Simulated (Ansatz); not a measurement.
ZnAu, space group Pm-3m, cell relaxations under several functionals

Computed with Ansatz 0.2.0 through its Python package.

Typed at the interpreter:
```pycon
>>> import ansatz as az
>>> import numpy as np
>>> from pymatgen.core import Lattice, Structure
>>> from pymatgen.io.ase import AseAtomsAdaptor
>>> def edges_and_angles(cell):
...     cell = np.asarray(cell)
...     a, b, c = np.linalg.norm(cell, axis=1)
...     cosines = cell[1] @ cell[2] / (b * c), cell[0] @ cell[2] / (a * c), cell[0] @ cell[1] / (a * b)
...     return (a, b, c, *np.degrees(np.arccos(cosines)))
...
>>> pmg_structure = Structure(
...     Lattice([[3.147, 0.0, 0.0], [0.0, 3.147, 0.0], [0.0, 0.0, 3.147]]),
...     ['Zn', 'Au'],
...     [
...         [0.5, 0.5, 0.5],
...         [0.0, 0.0, 0.0],
...     ],
... )
>>> system = az.Crystal.from_ase(AseAtomsAdaptor.get_atoms(pmg_structure))
>>> len(system.resolved().sites)
2
>>> calculation = system.calculation()
>>> calculation = calculation.basis(18 * az.Ha, density_ratio=8).kpoints(9, 9, 9, center='monkhorst-pack')
>>> calculation = calculation.occupations('fermi_dirac', width=0.15).relax(cell=True, force_tolerance=0.05, max_steps=60)
>>> levels = [('r2scan', 'none'), ('pbesol', 'none'), ('pbe', 'none'), ('r2scan', 'rvv10')]
>>> print('level            a       b       c    alpha   beta  gamma  V/atom  steps')
level            a       b       c    alpha   beta  gamma  V/atom  steps
>>> for name, dispersion in levels:
...     seen = []
...     run = calculation.functional(name, dispersion=dispersion).session().plan()
...     res = run.execute(on_event=lambda e: seen.append(e) if e['event'] == 'relax_step' else None)
...     cell = res.lattice.cell_ang
...     label = name if dispersion == 'none' else f'{name}+{dispersion}'
...     print('{:13s} {:7.4f} {:7.4f} {:7.4f} {:6.2f} {:6.2f} {:6.2f}'.format(label, *edges_and_angles(cell)), f'{abs(np.linalg.det(cell)) / len(res.lattice.sites):7.3f} {len(seen):5d}')
...
DeckWarning: basis.ecutwfc = 489.804952427784 eV is below the records' recommended 500 eV, and the density's cutoff is lower with it unless basis.ecutrho_ratio is high enough to keep the records' density cutoff: compare with a run at a higher cutoff
r2scan         3.1509  3.1509  3.1509  90.00  90.00  90.00  15.641     4
pbesol         3.1307  3.1307  3.1307  90.00  90.00  90.00  15.342     4
pbe            3.1887  3.1887  3.1887  90.00  90.00  90.00  16.210     5
r2scan+rvv10   3.1345  3.1345  3.1345  90.00  90.00  90.00  15.399     4
```

From smallest to largest: PBEsol (15.34 Å³ an atom, -1.5 % against the start), r2SCAN+RVV10 (15.40 Å³ an atom, -1.2 % against the start), r2SCAN (15.64 Å³ an atom, +0.4 % against the start) and PBE (16.21 Å³ an atom, +4.0 % against the start). The spread is 5.7 % in volume.

Caveats:
- These settings explore the input space; cutoff and mesh may be short of convergence.
- The cutoff lies under the one recommended for these potentials in some of the runs.
- Forces vanish by symmetry, so the ions can't move, and the end may be a saddle.
- Dispersion corrections can be off by several per cent in the lattices of metals, and by several GPa in the pressure at a fixed cell.
- The mesh is modest for a metal, so energies can be off by several to tens of meV an atom and pressures by half a GPa or more; differences at equal mesh fare better.
- Spin-orbit coupling, which matters for elements this heavy, is left out.
- The starting cell is as deposited in a crystallographic database; the results hold for this polymorph, which needn't be the stable one.
- Warnings are shown shortened and without file and line.
- Timing: 63 s on 1 thread of Arm Neoverse V1, on a shared host, peak memory 0.71 GiB.

(Lines on the test bed's own set-up are left out of the output.)
